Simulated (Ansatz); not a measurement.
Below is the output of a Python script on the Ansatz DFT code, driven from Python that makes a comparison of norm-conserving and PAW potentials of RbGe, space group Fm-3m. Write a script that gives it. Use (first run): LDA, PAW, the default cutoff (420 eV here), 6×6×6 k-points, cold smearing of 0.15 eV.

Contents of `POSCAR_rbge`:
```text
RbGe
1.0
   0.00000000    3.59307200    3.59307200
   3.59307200    0.00000000    3.59307200
   3.59307200    3.59307200    0.00000000
Rb Ge
1 1
Direct
   0.00000000    0.00000000    0.00000000
   0.50000000    0.50000000    0.50000000
```

```console
$ python nc_paw_rbge.py
DeckWarning: basis.ecutwfc = 420 eV, auto-derived from the records' recommended cutoffs: set by Rb (normal level)
PAW levels at the first k-point near E_F: [0.866 0.866 0.866 2.377 4.225 4.225]
DeckWarning: basis.ecutwfc = 1061.244064 eV, auto-derived from the records' recommended cutoffs: set by Ge (normal level)
norm-conserving levels at the first k-point near E_F: [0.866 0.866 0.866 2.376 4.227 4.227]
treatment          electrons in bands    P GPa    gap by band count eV
PAW                           23.0000  -1.4442                  0.0000
norm-conserving               23.0000  -1.4469                  0.0000
```
(Warnings from the package without file and line.)

The script that was run (others could print the same):

Script `nc_paw_rbge.py`:
```python
# -*- coding: utf-8 -*-
"""Norm-conserving against PAW potentials for RbGe."""

from dataclasses import dataclass

import ansatz as az
from ase.io import read
import numpy as np
from tabulate import tabulate


@dataclass(frozen=True)
class RunConfig:
    xc: str = "lda"
    smearing_width: float = 0.15
    max_scf: int = 100


opts = RunConfig()


def count_gap(report):
    # lowest empty less highest filled band, counting bands; zero where they overlap
    return max(report.get("gap_by_band_count_ev") or 0.0, 0.0)

atoms = read("POSCAR_rbge", format="vasp")
cell = az.Crystal.from_ase(atoms)

base = (
    cell.calculation()
    .functional(opts.xc)
    .kpoints(6)
    .occupations(az.OccupationsMethod.COLD, width=opts.smearing_width)
    .mixing("broyden", preconditioner="kerker")
    .eigensolver("davidson", mixed_precision=False)
    .scf(max_iterations=opts.max_scf, self_checks="low")
    .stress()
    .forces()
    .band_table()
)
variants = {
    "PAW": base.pseudopotentials("paw"),
    "norm-conserving": base.pseudopotentials("nc"),
}
# totals differ by the cores that each treatment holds, so compare what does not depend on them
rows = []
for label, variant in variants.items():
    data = variant.run().report
    levels = np.array(data["eigenvalues_ev"][0]) - data["fermi_energy_ev"]
    print(label, "levels at the first k-point near E_F:", np.round(levels[np.abs(levels) < 5], 3))
    rows.append((label, data["n_electrons"], np.trace(data["stress_gpa"]) / 3, count_gap(data)))
print(tabulate(rows, headers=["treatment", "electrons in bands", "P GPa", "gap by band count eV"], floatfmt=".4f", tablefmt="plain"))
```

PAW gives -1.444 GPa and norm-conserving -1.447 GPa, 0.003 GPa apart. They took 1.1 and 3.2 s of processor time.

What to keep in mind:
- The settings weren't tested for convergence.
- The computed bands are complete only to about 4.2 eV above the Fermi level.
- For a metal this k-point mesh is coarse: on a finer one energies can move by several to tens of meV an atom and pressures by half a GPa or more, differences at one mesh by less.
- The free energy holds a sizeable smearing term, which stands for no physical temperature.
- A gap by band count of zero or less means overlapping bands, a metal, and at an odd count of electrons it is no gap at all.
- This cell is a computed structure, which may not be the phase found in nature.
- Levels are Kohn-Sham eigenvalues on this mesh, without spin-orbit coupling.
- Stress is positive in compression.
- The whole script took 5 s on 1 thread of Intel(R) Xeon(R) 6975P-C (Granite Rapids) (shared host), peak memory 0.55 GiB.
